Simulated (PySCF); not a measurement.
# [BiF]2+: other functionals and bases at one geometry

The task here is to estimate one member of a computed series from the others.

Method: several levels, as the steps say, no spin–orbit coupling; program: PySCF 2.14.0.

3 further runs of the same task are left out: 2 for a known fault of the program, 1 that didn't finish.

## Where the work starts

2 atoms, charge 2, spin multiplicity 1.

Bond lengths: Bi1–F2 1.938 Å.

As a file:

```
atom   x (Å)   y (Å)    z (Å)
 Bi1  0.0000  0.0000  -0.1518
  F2  0.0000  0.0000   1.7858
```

Formal oxidation states: Bi +3. An earlier session relaxed this geometry at PBE0, Bi def2-SVP with ECP60, F def2-SVP (singlet, point group C∞v).

At PBE0 on the finer grid: E = -313.408832 Eh, HOMO -25.01 eV, LUMO -18.15 eV, Mulliken charge on Bi1 +2.21 e, largest force component 0.008 eV/Å. 

Levels to run: TPSS; PBE; BP86; wB97X; PBE0, TZVP; PBE0, x2c-SVP. Hardware: 2 threads of AMD EPYC 7R43 (Zen 3), shared host.

Set-up of the first run:

File run.py (the lines that set the calculation):

```python
mol = gto.M(atom='''
Bi     0.00000     0.00000    -0.15184
F      0.00000     0.00000     1.78583''',
    basis={'Bi': 'def2-SVP', 'F': 'def2-SVP'},
    ecp={'Bi': 'def2-SVP'},
    charge=2, spin=0)
mf = dft.RKS(mol, xc='TPSS')
mf.grids.atom_grid = (75, 302)
mf = mf.density_fit()  # fitting sets: Bi def2-universal-JKFIT, F def2-universal-JKFIT
mf.conv_tol = 1e-08; mf.max_cycle = 55
mf.kernel(dm0)  # dm0: the density of the relaxed state
```

Run with:

```
> OMP_NUM_THREADS=2 python run.py
```

Steps of the session up to this table: TPSS; PBE; BP86; wB97X; PBE0, TZVP; PBE0, x2c-SVP.

One of the session's tables, all rows but one given; the rest of the session is left out.

| level | HOMO (eV) | gap (eV) | charge on Bi1 (e) | dipole (D) | largest force component (eV/Å) |
| --- | --- | --- | --- | --- | --- |
| PBE0 (relaxed here) | -25.01 | 6.85 | 2.21 | 3.09 | 0.01 |
| TPSS | -23.42 | 4.60 | 2.15 | 2.67 | 0.73 |
| PBE | ? | ? | ? | ? | ? |
| BP86 | -23.53 | 4.44 | 2.12 | 2.55 | 0.89 |
| wB97X | -27.43 | 11.44 | 2.21 | 3.21 | 0.25 |
| PBE0, TZVP | -24.99 | 6.87 | 2.18 | 2.98 | 1.52 |
| PBE0, x2c-SVP | -25.00 | 6.82 | 2.23 | 3.09 | 0.27 |

Q: Estimate the row for PBE from the others.

The run gave: HOMO (eV): -23.38; gap (eV): 4.43; charge on Bi1 (e): 2.12; dipole (D): 2.55; largest force component (eV/Å): 0.91. In the column «HOMO (eV)» it is the highest.

The dipole of a charged species depends on the origin, so these sizes hold for this origin alone.

In one basis the HOMO–LUMO gap runs from 4.43 eV (PBE) to 11.44 eV (wB97X). The largest leftover force, 1.52 eV/Å with PBE0, TZVP, stands at a geometry relaxed at another level. Total energies of different levels can't be compared.
